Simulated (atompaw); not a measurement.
# A PAW (atompaw) potential for O, from input to tests

Aim: build the potential from the settings below, then test how well it stands in for the atom: scattering, ghost states and the plane-wave cutoff that it needs.

Program: atompaw 4.2.0.5. Reference atom: PBE, scalar-relativistic, spherical and spin-unpolarised. All values are calculated.

5 further runs of the same task are left out: 5 set aside as unsound or not needed.

### 1 The atom and the settings

The settings as typed:

| Item | Value |
| --- | --- |
| element | oxygen (O, Z = 8) |
| type | PAW |
| frozen core | [He] |
| valence charge | 6 |
| reference configuration | 2s2 2p4 |
| partial waves | 2s (bound): rc 1.20 bohr; 2s channel at 0.85 Ry: rc 1.20 bohr; 2p (bound): rc 1.20 bohr; 2p channel at 0.5 Ry: rc 1.20 bohr; 3d channel at 0.15 Ry: rc 1.20 bohr; 3d channel at 2.4 Ry: rc 1.20 bohr |
| local potential | bessel scheme, radius 0.95 bohr |
| core correction | smooth core density matched at 0.65 bohr |
| augmentation charge | sinc compensation charge, radius 0.85 bohr; PAW radius 1.20 bohr; waves and projectors: custom rrkj vanderbiltortho |

The nodes and maxima of the atom's own shells, from an earlier all-electron run, set the scale for the radii.

All-electron outer shells of the reference configuration (PBE, scalar-relativistic, ld1.x):

```csv
shell,level (eV),outermost node (bohr),outermost maximum (bohr)
1s,-514.70,–,0.13
2s,-23.96,0.28,0.87
2p,-9.03,–,0.82
```

### 2 Generating the potential

File O.input:

```
O 8
GGA-PBE scalarrelativistic loggrid 1500 logderivrange -4 5 226
2 2 0 0 0 0
2 1 4
0 0 0
c
v
v
2
1.20 0.85 0.95 0.65
y
0.85
n
y
0.5
n
y
0.15
y
2.4
n
custom rrkj vanderbiltortho sinc
bessel
1.20
1.20
1.20
1.20
1.20
1.20
PWSCFOUT
UPFDX 0.0125d0 UPFXMIN -7.d0 UPFZMESH 8.d0
END
```

Run with:

```
atompaw < O.input > O.log
```

**Question.** What will these runs give? Wanted: cutoffs for 10 and 1 mRy, occupied levels; bound ghosts; largest phase difference near zero energy, channels read; lowest eigenvalue of the overlap; share of valence orbitals outside the PAW sphere; UPF file.

**Answer**, as computed:

```
                                                quantity             value
               cutoffs for 10 and 1 mRy, occupied levels   45 Ry and 80 Ry
                                            bound ghosts        none found
largest phase difference near zero energy, channels read         0.000 rad
         lowest eigenvalue of the overlap (Bessel basis)         0.598 (s)
        share of valence orbitals outside the PAW sphere  2s 38 %, 2p 44 %
                                                UPF file           written
```

What this shows: It counts as of middling hardness, with 45 Ry needed at the looser tolerance. The slowest occupied level is 2p: taken alone it needs 50 Ry to come within 1 mRy, against 35 Ry for 2s. It is free of bound ghosts as far as tested. Near zero energy the phases of the channels with partial waves agree within 0.001 rad. All of this concerns the isolated atom, not yet a solid.
